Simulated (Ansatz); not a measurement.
**MoI: relaxation of the atoms with PBE**

Crystal: MoI.

```
CELL_PARAMETERS angstrom
3.47833 0.00000 0.00000
0.00000 3.47833 0.00000
0.00000 0.00000 5.04208
ATOMIC_POSITIONS crystal
Mo 0.50000 0.50000 0.50000
I 0.00000 0.00000 0.50000
```

The cell was built by a generator and needn't be a form met in nature.

The cell isn't the ideal one: strained by -4 %.

| Item | Value |
| --- | --- |
| Program | Ansatz 0.2.0 |
| Task | relaxation of the atoms |
| Functional | PBE |
| Potentials or basis | Ansatz PAW |
| Cutoff | 420 eV (not typed: the program's choice for these potentials) |
| k mesh | 7 × 7 × 5 |
| Occupations | fermi-dirac, width 0.05 eV |
| Spin | no spin polarisation |

```yaml
Pressure_after_relaxing: 24.1 GPa
Band_gap_on_the_k_mesh: none (metal or under the smearing width)
```

Stress tensor (GPa, compression positive):
```
37.53  0.00  0.00
 0.00 37.53  0.00
 0.00  0.00 -2.71
```

Final structure:
```yaml
crystal:
  lattice:
    - [3.47833, 0.00000, 0.00000]
    - [0.00000, 3.47833, 0.00000]
    - [0.00000, 0.00000, 5.04208]
  atoms:
    - { symbol: Mo, position: [0.50000, 0.50000, 0.50000] }
    - { symbol: I, position: [0.00000, 0.00000, 0.50000] }
```

Levels at points of the mesh, in eV from the Fermi level:
```csv
k point,band 13,band 14,band 15,band 16,band 17,band 18,band 19,band 20
"(0.00, 0.00, 0.00)",-3.27,-3.27,-1.73,-1.55,-0.19,-0.19,3.68,5.61
```

It took 1.6 s on 2 threads of Arm Neoverse V2 (shared host), peak memory 0.34 GiB.

Caveat: the relaxation stopped at its first step, so nothing moved; this functional lacks dispersion, which binds the layers, so the pressure and a relaxed spacing across them are unreliable; an odd number of electrons without spin polarisation forces a metal; a magnetic or distorted state may lie lower; the thresholds are loose for stress. The run has no spin-orbit coupling, so splittings on I are missing.
